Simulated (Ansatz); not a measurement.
Crystal: SbW2.

```xyz
3
Lattice="0.0000 3.1330 3.1330 3.1330 0.0000 3.1330 3.1330 3.1330 0.0000" Properties=species:S:1:pos:R:3 pbc="T T T"
Sb    3.1330    3.1330    3.1330
W     1.5665    1.5665    1.5665
W     4.6995    4.6995    4.6995
```

The cell was built by a generator and needn't be a form met in nature.

* Program: Ansatz 0.2.0
* Task: relaxation of cell and atoms
* Functional: BLYP
* Potentials or basis: Ansatz PAW
* Cutoff: 420 eV (not typed: the program's choice for these potentials)
* k mesh: 7 × 7 × 7
* Occupations: fermi-dirac, width 0.05 eV
* Spin: no spin polarisation

At the start: volume 20.50 Å³/atom.

Where does the relaxation end?

It ends after 5 steps and the volume is 21.43 Å³/atom (+4.5 %); space group Fm-3m (No. 225, to 0.05 Å).

The path:
```
step  energy change (eV)  largest force (eV/Å)  volume (Å³)
   1              0.0000                0.0000        61.51
   2             -0.0575                0.0000        64.81
   3             -0.0596                0.0000        64.32
   4             -0.0596                0.0000        64.28
   5             -0.0604                0.0000        64.28
```

Final structure:
```
Sb W
1.0
     0.00000    3.17947    3.17947
     3.17947    0.00000    3.17947
     3.17947    3.17947    0.00000
Sb W
1 2
Direct
  0.50000 0.50000 0.50000
  0.25000 0.25000 0.25000
  0.75000 0.75000 0.75000
```

Caveat: the plane-wave basis is chosen anew once the cell has moved, so the energies of steps on either side of that aren't comparable; the PAW data sets come from PBE, with cores solved anew for the run's functional, which leaves a small shift of forces and pressure.
